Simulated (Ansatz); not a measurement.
# SnH₅Cl (built from SMILES Cl.[SnH4]): a barrier at many levels of theory

Aim: the barrier and energy of one elementary step (Sn1–Cl7 formed, H2–H6 formed, Sn1–H2 broken, H6–Cl7 broken) from LDA up to coupled cluster, on fixed structures, to see where each rung fails.

The runs use Ansatz 0.2.0, Gaussian basis; single points in def2-TZVPP on PBE0-D4/def2-TZVP structures.

Levels: SPW92, PBE-D4, BLYP-D4, r2SCAN-D4, B97M-V, PBE0-D4, B3LYP-D4, r2SCAN0-D4, BHLYP-D4, CAM-B3LYP-D4, wB97X-V, wB97M-V, B2PLYP, PBE-QIDH, RPA on PBE, Hartree-Fock, MP2, CCSD, CCSD(T). The reference is CCSD(T) at the basis limit, from triple and quadruple zeta. Zero-point energies come from PBE0-D4 vibrations.

Cores are frozen in the correlated methods. Filled d shells of the heavier atoms are correlated. Core potentials replace the inner electrons past krypton, and spin-orbit coupling is left out. B3LYP uses VWN-RPA correlation. B2PLYP carries no dispersion term here.

22 further runs of the same task are left out: 22 set aside as unsound or not needed.

## 1. Start, saddle and end, as given

Charge 0, multiplicity 1. The folders r, ts and p hold the start, the saddle and the end; their coordinates stand in the first inputs.

```csv
pair,r (Å),ts (Å),p (Å)
Sn1–Cl7,4.362,2.793,2.335
H2–H6,1.906,0.921,0.747
Sn1–H2,1.714,1.974,4.303
H6–Cl7,1.286,1.696,3.081
```

## 2. wB97M-V/def2-TZVPP

r/in.yaml reads:

```yaml
crystal:
  periodic: [false, false, false]
  atoms:
    - {symbol: Sn, position_ang: [-0.599307, 0.827051, -0.388424]}
    - {symbol: H, position_ang: [0.276480, -0.601084, -0.749443]}
    - {symbol: H, position_ang: [-1.218095, 1.448307, -1.846266]}
    - {symbol: H, position_ang: [-1.865156, 0.430321, 0.675754]}
    - {symbol: H, position_ang: [0.461004, 1.943676, 0.333199]}
    - {symbol: H, position_ang: [1.191838, -1.707814, 0.503446]}
    - {symbol: Cl, position_ang: [1.753237, -2.340656, 1.471734]}
basis:
  gaussian: {orbitals: def2-TZVPP}
hamiltonian: {xc: {name: wB97M-V}}
```

ts/in.yaml reads:

```yaml
crystal:
  periodic: [false, false, false]
  atoms:
    - {symbol: Sn, position_ang: [-0.377335, 0.577506, -0.017208]}
    - {symbol: H, position_ang: [0.434838, -0.892498, -1.053788]}
    - {symbol: H, position_ang: [-0.925868, 1.082955, -1.570159]}
    - {symbol: H, position_ang: [-1.703109, 0.092544, 0.911733]}
    - {symbol: H, position_ang: [0.758697, 1.686024, 0.562431]}
    - {symbol: H, position_ang: [0.749752, -1.207046, -0.247412]}
    - {symbol: Cl, position_ang: [1.063024, -1.339685, 1.414404]}
basis:
  gaussian: {orbitals: def2-TZVPP}
hamiltonian: {xc: {name: wB97M-V}}
```

p/in.yaml reads:

```yaml
crystal:
  periodic: [false, false, false]
  atoms:
    - {symbol: Sn, position_ang: [-0.486912, 0.929242, 0.654372]}
    - {symbol: H, position_ang: [0.915303, -2.001578, -2.166705]}
    - {symbol: H, position_ang: [-0.574599, 0.729030, -1.030786]}
    - {symbol: H, position_ang: [-2.000108, 0.782832, 1.414829]}
    - {symbol: H, position_ang: [0.340246, 2.343421, 1.107637]}
    - {symbol: H, position_ang: [1.003358, -1.934906, -1.427798]}
    - {symbol: Cl, position_ang: [0.802713, -0.848241, 1.448449]}
basis:
  gaussian: {orbitals: def2-TZVPP}
hamiltonian: {xc: {name: wB97M-V}}
```

The command line of these runs was not kept.

After this run come: CCSD(T)/def2-TZVPP; MP2/def2-QZVPP; Vibrations of the start structure; Vibrations of the end structure.

Before running it: what results should come out? Wanted: barrier, CCSD(T)/CBS; reverse barrier, CCSD(T)/CBS; step energy, CCSD(T)/CBS; barrier with zero-point energy; step energy with zero-point energy; imaginary mode at the saddle; largest T1 diagnostic.

**Answer**, as computed:

```
                          quantity      value
              barrier, CCSD(T)/CBS   1.284 eV
      reverse barrier, CCSD(T)/CBS   2.029 eV
          step energy, CCSD(T)/CBS  -0.744 eV
    barrier with zero-point energy   1.280 eV
step energy with zero-point energy  -0.780 eV
      imaginary mode at the saddle  945i cm⁻¹
             largest T1 diagnostic      0.013
```

**Reading.** wB97M-V is the best functional here (+0.038 eV from CCSD(T)/CBS); SPW92 is the worst (-0.384 eV). Mean unsigned error by rung: LDA 0.384, GGA 0.206, meta-GGA 0.118, hybrid 0.080, range-separated hybrid 0.058, double hybrid 0.052 eV. PBE-D4 gives a barrier 0.252 eV too low, outside chemical accuracy (1 kcal/mol, 0.043 eV). Every functional without exact exchange puts the barrier too low, the usual mark of self-interaction error, which favours the spread-out density of a saddle. The barrier rises with the share of exact exchange, from BLYP-D4 through B3LYP-D4 to BHLYP-D4 (-0.161, -0.048, +0.096 eV). Hartree-Fock, with no correlation, is off by +0.473 eV.
